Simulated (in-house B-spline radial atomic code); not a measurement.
**Nb⁹⁺: ionisation energy by several methods**

Wanted: one ionisation energy, Nb⁹⁺ to configuration [Ar] 3d10 4s2 4p1, up the ladder of functionals.

The numbers are computed with in-house B-spline radial atomic code version 1 (non-relativistic, several functionals, spin-polarised, exact exchange averaged over the configuration; spherical all-electron atom at the radial basis limit), except any that are marked as measured or tabulated.

### 1 The atom as given

* element: niobium (Z = 41)
* charge: +9
* electrons: 32
* configuration: [Ar] 3d10 4s2 4p2
* nucleus: point

The outer shells:

[Ar] 3d10 4s2 4p2
```
[Ar] core
3d [↑↓][↑↓][↑↓][↑↓][↑↓]
4s [↑↓]
4p [↑ ][↑ ][  ]
```

Where spins are not typed, each open shell is filled with up spins first.

### 2 r2SCAN0

Settings of the run:

```ini
Z = 41
electrons = 32.0
configuration = [Ar] 3d10 4s2 4p2
hamiltonian = nr
method = r2scan0
spin_polarised = True
exact_exchange = averaged over the configuration
```

Command:

```sh
$ python run_scf.py task.json out
```

task.json lists these runs, among others, and the program works through them in turn.

### 3 CAM-B3LYP

The settings differ from step 2 so:

```diff
@@ -4,3 +4,3 @@
 hamiltonian = nr
-method = r2scan0
+method = camb3lyp
 spin_polarised = True
```

### 4 TPSSh

The settings differ from step 3 so:

```diff
@@ -4,3 +4,3 @@
 hamiltonian = nr
-method = camb3lyp
+method = tpssh
 spin_polarised = True
```

### 5 PBE0

The settings differ from step 4 so:

```diff
@@ -4,3 +4,3 @@
 hamiltonian = nr
-method = tpssh
+method = pbe0
 spin_polarised = True
```

### 6 M06-2X

The settings differ from step 5 so:

```diff
@@ -4,3 +4,3 @@
 hamiltonian = nr
-method = pbe0
+method = m062x
 spin_polarised = True
```

### 7 B97-1

The settings differ from step 6 so:

```diff
@@ -4,3 +4,3 @@
 hamiltonian = nr
-method = m062x
+method = b97_1
 spin_polarised = True
```

Before running: The tabulated ionisation energy is 180 ± 2.2 eV (tabulated theoretical; NIST Atomic Spectra Database). What does each method give, and which comes nearest?

The runs gave:

| method | rung | total energy (hartree) | ΔSCF (eV) | −ε highest (eV) | ΔSCF less tabulated (eV) |
| --- | --- | --- | --- | --- | --- |
| r2SCAN0 | global hybrid | -3731.5367 | 179.11 | 172.21 (4p up) | -0.89 |
| TPSSh | global hybrid | -3731.4023 | 178.86 | 170.41 (4p up) | -1.14 |
| PBE0 | global hybrid | -3731.2212 | 178.78 | 171.75 (4p up) | -1.22 |
| M06-2X | global hybrid | -3731.7929 | 178.91 | 174.49 (4p up) | -1.09 |
| B97-1 | global hybrid | -3731.3995 | 178.69 | 171.28 (4p up) | -1.31 |
| CAM-B3LYP | range-separated hybrid | -3731.7180 | 178.87 | 173.24 (4p up) | -1.13 |

Against the tabulated ionisation energy, 180 ± 2.2 eV (tabulated theoretical; NIST Atomic Spectra Database), the best here is r2SCAN0 (-0.89 eV) and the worst B97-1 (-1.31 eV, or 0.73 %). The table's own uncertainty is as large as these misses, so the order means little. All methods miss on the same side by much the same amount, which points to something that they share. These runs lack relativity altogether, which can outweigh the gaps between the methods, so the nearest may be so by luck. These runs leave out relativity, which matters at this nuclear charge. Open shells are averaged (over orientations, and over spins where the run is restricted), while tables refer to the lowest levels.
